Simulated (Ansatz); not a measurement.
# Rh: the cost of one run

Method: DFT PBEsol, scalar-relativistic, plane waves, PAW, in Ansatz 0.2.0.

1 further run of the same task is left out (set aside as unsound or not needed).

**1. The system as given**

The structure is cubic, space group Fm-3m (No. 225). Conventional cell: a = 3.803 Å, b = 3.803 Å, c = 3.803 Å, α = 90.00°, β = 90.00°, γ = 90.00°. Rh (site symmetry m-3m) is surrounded by 12 Rh at 2.69 Å.

Coordinates:

```
Rh
1.0
     0.00000    1.90155    1.90155
     1.90155    0.00000    1.90155
     1.90155    1.90155    0.00000
Rh
1
Direct
  0.00000 0.00000 0.00000
```

Source of the structure: the Crystallography Open Database.

(A quick probe on a coarse mesh, which set the mesh and smearing, is not shown.)

**3. Relaxing cell and atoms**

input.yaml

```yaml
crystal:
  lattice:
    - [0.0, 1.90155, 1.90155]
    - [1.90155, 0.0, 1.90155]
    - [1.90155, 1.90155, 0.0]
  atoms:
    - { symbol: Rh, position: [0.0, 0.0, 0.0] }
basis:
  ecutwfc: 420
kpoints:
  mp_grid: { grid: [18, 18, 18] }
hamiltonian:
  xc: pbesol
scf:
  occupations: { method: gaussian, width: 0.1 }
output:
  forces: true
  stress: true
  eigenvalues: true
relax:
  adjacent_minimum: "off"
  f_tol: 0.005
  max_steps: 80
  cell: { stress_tol: 0.05 }
```

What time and memory should one allow on 1 thread of an Arm CPU, shared host?

About 9 s, with a peak of 0.3 GiB.
